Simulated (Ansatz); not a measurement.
# W (W, fcc): the cost of one run

Computed with Ansatz 0.2.0 (DFT r2SCAN, plane waves (500 eV) with PAW, scalar-relativistic; PAW files made under PBE, frozen cores solved again for the functional, unless a step says otherwise).

## 1. Starting point

Symmetry: Fm-3m, No. 225, cubic system. Conventional cell: a = 3.987 Å, b = 3.987 Å, c = 3.987 Å, α = 90.00°, β = 90.00°, γ = 90.00°. W (site symmetry m-3m) is surrounded by 12 W at 2.82 Å.

As a file:

```cif
data_structure
_symmetry_space_group_name_H-M 'P 1'
_symmetry_Int_Tables_number 1
_cell_length_a 2.8194
_cell_length_b 2.8194
_cell_length_c 2.8194
_cell_angle_alpha 60.000
_cell_angle_beta 60.000
_cell_angle_gamma 60.000
_cell_volume 15.85
loop_
_atom_site_label
_atom_site_type_symbol
_atom_site_fract_x
_atom_site_fract_y
_atom_site_fract_z
_atom_site_occupancy
W1 W 0.00000 0.00000 0.00000 1
```

## 2. Relaxation of the cell

Input file input.yaml:

```yaml
crystal:
  lattice:
    - [0.0, 1.9936234741, 1.9936234741]
    - [1.9936234741, 0.0, 1.9936234741]
    - [1.9936234741, 1.9936234741, 0.0]
  atoms:
    - { symbol: W, position: [0.0, 0.0, 0.0] }
hamiltonian:
  xc: r2scan
  pseudopotentials:
    kind: paw
    azcp:
      W: "pseudopotentials/W.paw.azcp"
basis:
  ecutwfc: 500
  fft_grid_basis: typed
kpoints:
  mp_grid: { grid: [14, 14, 14], shift: [0, 0, 0] }
magnetization:
  spin_polarized: false
scf:
  occupations: { method: fermi_dirac, width: 0.1 }
relax:
  max_steps: 60
  f_tol: 0.01
  cell: {}
output:
  write_density: true
  write_potential: true
  elf: true
  volumetric_format: npy
```

The run is started by

```console
ansatz run input.yaml --threads 1 --pin off --max-ram 3584MiB --backend cpu --events-out ev --progress --plain --runs-dir out
```

**Question.** How long does this run take on 1 thread of Intel Xeon Platinum 8259CL at 2.50GHz (Skylake/Cascade Lake), shared host, and how much memory does it need?

About 22 s, with a peak of 0.55 GiB.
